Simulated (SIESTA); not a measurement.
The system is HfTaN2.

```
Ta Hf N
1.0
     1.58632    0.91586    5.13439
    -1.58632    0.91586    5.13439
     0.00000   -1.83172    5.13439
Ta Hf N
1 1 2
Direct
  0.50000 0.50000 0.50000
  0.00000 0.00000 0.00000
  0.74970 0.74970 0.74970
  0.25030 0.25030 0.25030
```

The cell comes from a database or a generator and needn't be the stable form of this composition.

- Program: SIESTA 5.4.2
- Task: single point
- Functional: PBEsol
- Potentials or basis: PseudoDojo 0.4 standard (PBEsol files)
- Basis: DZP (energy shift 0.003 Ry; two zetas on semicore shells)
- Grid cutoff: 800 Ry
- Energy shift: 0.003 Ry
- k mesh: 10 × 10 × 10
- Occupations: fermi-dirac, width 0.05 eV
- Spin: no spin polarisation

On this cell: pressure -3.5 GPa; largest force 0.159 eV/Å; band gap on the k mesh none (metal or under the smearing width).

The same run follows on a disturbed copy (atoms moved at random, drawn with an rms of 0.05 Å):

```
Ta Hf N
1.0
     1.58632    0.91586    5.13439
    -1.58632    0.91586    5.13439
     0.00000   -1.83172    5.13439
Ta Hf N
1 1 2
Cartesian
  -0.0378 0.0029 7.7206
  0.0139 -0.0238 -0.0229
  -0.0318 -0.0010 11.5803
  -0.0406 0.0013 3.8723
```

Question: What does the disturbed cell give?

Answer: The energy (extrapolated to zero smearing) moves by +6.3 meV/atom; pressure -3.0 GPa; largest force 0.735 eV/Å; band gap on the k mesh none (metal or under the smearing width).

Forces in eV/Å, atoms in the order of the input:
```
Ta  -0.074  0.015  0.039
Hf  -0.471  0.224  0.519
N    0.141 -0.067 -0.204
N    0.404 -0.173 -0.353
```

Stress tensor (GPa, compression positive):
```
-2.83 -0.37 -0.55
-0.37 -3.24  0.30
-0.55  0.30 -3.06
```

Caveats: short orbitals over semicore shells can move pressures by several GPa; the basis of atomic orbitals isn't converged, which shifts pressures, moduli and gaps.
